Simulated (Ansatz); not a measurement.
# GaH + HF: a complex and its separated parts

The complex below is one end of an elementary step. How strongly is it bound against its free parts?

Computed with Ansatz 0.2.0, Gaussian basis. Level: PBE0-D4/def2-TZVP structures, single points in def2-TZVPP, no counterpoise correction.

Levels: SPW92, PBE-D4, BLYP-D4, r2SCAN-D4, B97M-V, PBE0-D4, B3LYP-D4, r2SCAN0-D4, BHLYP-D4, CAM-B3LYP-D4, wB97X-V, wB97M-V, B2PLYP, PBE-QIDH, RPA on PBE, Hartree-Fock, MP2, CCSD, CCSD(T).

Correlated methods freeze the cores. Filled d shells of the heavier atoms are correlated. B3LYP uses VWN-RPA correlation. B2PLYP carries no dispersion term here.

56 further runs of the same task are left out: 56 set aside as unsound or not needed.

## (1) Starting geometry

The complex: 4 atoms, charge 0, spin multiplicity 1.

Atoms are counted from 1 here; the program's logs count them from 0.

Bond lengths: Ga1–H4 1.650 Å, F2–H3 0.938 Å.

As a file:

```mol
FGaH2
  3D, bonds by distance, orders not assigned

  4  2  0  0  0  0  0  0  0  0999 V2000
   -0.4279    0.5293    0.7570 Ga  0  0
    0.9723   -1.2024   -1.7186 F   0  0
    0.5784   -0.7147   -1.0207 H   0  0
   -1.1229    1.3879    1.9823 H   0  0
  1  4  8  0
  2  3  8  0
M  END
```

Its parts: GaH holds atoms 1, 4; HF holds atoms 2, 3. Each part counts its atoms afresh in its own runs.

## (2) Relaxing GaH alone

File relax-a/in.yaml:

```yaml
crystal:
  periodic: [false, false, false]
  atoms:
    - {symbol: Ga, position_ang: [-0.427850, 0.529292, 0.757006]}
    - {symbol: H, position_ang: [-1.122910, 1.387894, 1.982296]}
basis:
  gaussian: {orbitals: def2-TZVP}
hamiltonian: {xc: pbe0, dispersion: d4}
relax: {f_tol: 0.005, max_steps: 200}
```

Run with:

```
> ansatz run in.yaml --threads 2 --pin off --events-out ev --progress --plain --max-ram 4352MiB
```

After this run come: Relaxing HF alone; SPW92/def2-TZVPP; PBE-D4/def2-TZVPP; BLYP-D4/def2-TZVPP; r2SCAN-D4/def2-TZVPP; B97M-V/def2-TZVPP; PBE0-D4/def2-TZVPP; B3LYP-D4/def2-TZVPP; r2SCAN0-D4/def2-TZVPP; BHLYP-D4/def2-TZVPP; CAM-B3LYP-D4/def2-TZVPP; wB97X-V/def2-TZVPP; wB97M-V/def2-TZVPP; B2PLYP/def2-TZVPP; PBE-QIDH/def2-TZVPP; RPA on PBE/def2-TZVPP; CCSD(T)/def2-TZVPP; CCSD(T)/def2-QZVPP; Vibrations of GaH; Vibrations of HF.

What does the calculation give? Wanted: complex less parts, CCSD(T)/def2-TZVPP; with zero-point energy; largest T1 diagnostic.

As calculated:

| quantity | value |
| --- | --- |
| complex less parts, CCSD(T)/def2-TZVPP | -18.1 kJ/mol |
| with zero-point energy | -11.9 kJ/mol |
| largest T1 diagnostic | 0.015 |

At CCSD(T) the complex lies 18.1 kJ/mol below its parts. Among the functionals B97M-V lands nearest to CCSD(T) (-2.7 kJ/mol) and SPW92 farthest (-22.0 kJ/mol). By rung, the mean size of the error is: LDA 22.0, GGA 10.4, meta-GGA 4.8, hybrid 6.0, range-separated hybrid 5.3, double hybrid 3.5 kJ/mol. PBE-D4 gives a relative energy 12.4 kJ/mol too low, outside chemical accuracy (1 kcal/mol, 4.2 kJ/mol). No counterpoise was applied, and triple zeta lacks some correlation, so the CCSD(T) reference has a basis error of its own, and close matches with it are partly luck.
